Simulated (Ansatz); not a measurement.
# ClH3Si: the cost of one run

Method: PBE0-D4/def2-TZVP structures, single points in def2-TZVPP, no counterpoise correction; program: Ansatz 0.2.0, Gaussian basis.

Levels: SPW92, PBE-D4, BLYP-D4, r2SCAN-D4, B97M-V, PBE0-D4, B3LYP-D4, r2SCAN0-D4, BHLYP-D4, CAM-B3LYP-D4, wB97X-V, wB97M-V, B2PLYP, PBE-QIDH, RPA on PBE, Hartree-Fock, MP2, CCSD, CCSD(T).

Correlated methods freeze the cores. B3LYP uses VWN-RPA correlation. B2PLYP carries no dispersion term here.

94 further runs of the same task are left out: 94 set aside as unsound or not needed.

## 1. Starting geometry

The complex: 15 atoms, charge 0, spin multiplicity 1.

Atoms are counted from 1 here; the program's logs count them from 0.

Bond lengths: Si1–H2 1.483 Å, Si1–H3 1.483 Å, Si1–H4 1.483 Å, Si1–Cl5 2.131 Å, H6–N7 1.015 Å, N7–C8 1.456 Å, N7–C9 1.456 Å, C8–H10 1.096 Å, C8–H11 1.090 Å, C8–H12 1.092 Å, C9–H13 1.096 Å, C9–H14 1.090 Å, C9–H15 1.092 Å. Angles: H2–Si1–H3 117.8°, H2–Si1–H4 117.5°, H2–Si1–Cl5 98.9°, H3–Si1–H4 117.8°, H3–Si1–Cl5 98.9°, H4–Si1–Cl5 98.9°, H6–N7–C8 109.4°, H6–N7–C9 109.4°, C8–N7–C9 112.5°, N7–C8–H10 112.5°, N7–C8–H11 109.6°, N7–C8–H12 108.7°, H10–C8–H11 109.2°, H10–C8–H12 108.6°, H11–C8–H12 108.2°, N7–C9–H13 112.5°, N7–C9–H14 109.6°, N7–C9–H15 108.7° and more.

As a file:

```mol
C2H10ClNSi
  3D, bonds by distance, orders not assigned

 15 13  0  0  0  0  0  0  0  0999 V2000
   -0.8793    1.0137   -1.1597 Si  0  0
    0.0742    2.0964   -0.8171 H   0  0
   -0.3407   -0.1941   -1.8317 H   0  0
   -2.0664    0.8466   -0.2868 H   0  0
   -1.8278    1.9277   -2.8347 Cl  0  0
   -0.0509    0.6646    1.3681 H   0  0
    0.1289    0.0313    0.5960 N   0  0
    1.5647   -0.0653    0.3749 C   0  0
   -0.4791   -1.2608    0.8795 C   0  0
    2.0875   -0.5323    1.2171 H   0  0
    1.9761    0.9298    0.2041 H   0  0
    1.7416   -0.6657   -0.5202 H   0  0
   -0.0151   -1.7631    1.7357 H   0  0
   -1.5438   -1.1290    1.0743 H   0  0
   -0.3698   -1.8997    0.0004 H   0  0
  1  2  8  0
  1  3  8  0
  1  4  8  0
  1  5  8  0
  6  7  8  0
  7  8  8  0
  7  9  8  0
  8 10  8  0
  8 11  8  0
  8 12  8  0
  9 13  8  0
  9 14  8  0
  9 15  8  0
M  END
```

Its parts: SiH3Cl holds atoms 1, 2, 3, 4, 5; C2H7N holds atoms 6, 7, 8, 9, 10, 11, 12, 13, 14, 15. Each part counts its atoms afresh in its own runs.

## 2. Relaxing SiH3Cl alone

The input, relax-a/in.yaml:

```yaml
crystal:
  periodic: [false, false, false]
  atoms:
    - {symbol: Si, position_ang: [-0.879345, 1.013674, -1.159654]}
    - {symbol: H, position_ang: [0.074199, 2.096359, -0.817086]}
    - {symbol: H, position_ang: [-0.340747, -0.194106, -1.831739]}
    - {symbol: H, position_ang: [-2.066404, 0.846637, -0.286837]}
    - {symbol: Cl, position_ang: [-1.827826, 1.927711, -2.834698]}
basis:
  gaussian: {orbitals: def2-TZVP}
hamiltonian: {xc: pbe0, dispersion: d4}
relax: {f_tol: 0.005, max_steps: 200}
```

Started as:

```
> ansatz run in.yaml --threads 8 --pin off --events-out ev --progress --plain --max-ram 19148MiB
```

**Question.** How long does this run take on 8 threads of Arm Neoverse V2, shared host?

About 1.6 s.
